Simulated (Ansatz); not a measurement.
# Zr2: the cost of one run

Program: Ansatz 0.2.0, Gaussian basis. Level of theory: the settings change from run to run. These are calculated values, not measurements.

15 further runs of the same task are left out: 4 that didn't finish, 11 set aside as unsound or not needed. Runs told in other sessions of the task aren't counted.

### 1 The geometry

The geometry is a PBE0/def2-TZVP stationary point (not a proven minimum) of the parent state, kept for this charge and spin. No spin-orbit coupling is included. Elements past krypton take def2 core potentials.

2 atoms, charge 1, spin multiplicity 2.

Atoms are counted from 1 here; the program's logs count them from 0.

Bond lengths: Zr1–Zr2 2.228 Å.

### 2 BCCD(T)/def2-SVP

in.yaml

```yaml
crystal:
  periodic: [false, false, false]
  atoms:
    - {symbol: Zr, position_ang: [0.000000, 0.000000, 0.000000]}
    - {symbol: Zr, position_ang: [0.000000, 0.000000, 2.228000]}
basis:
  gaussian: {orbitals: def2-SVP}
total_charge: 1
magnetization: {spin_polarized: true, initial_magnetization: 1}
hamiltonian: {xc: {name: PBE}}
correlation: {method: bccd_t, electrons: outside_noble_gas}
scf: {lower_state_search: off}
output: {forces: true}
```

Run with:

```console
$ ansatz run in.yaml --threads 1 --pin off --events-out ev --progress --plain --max-ram 2393MiB
```

Q: Estimate wall time and peak memory on 1 thread of Intel Xeon Platinum 8259CL at 2.50GHz, shared host.

About 24 s, with a peak of 0.4 GiB.
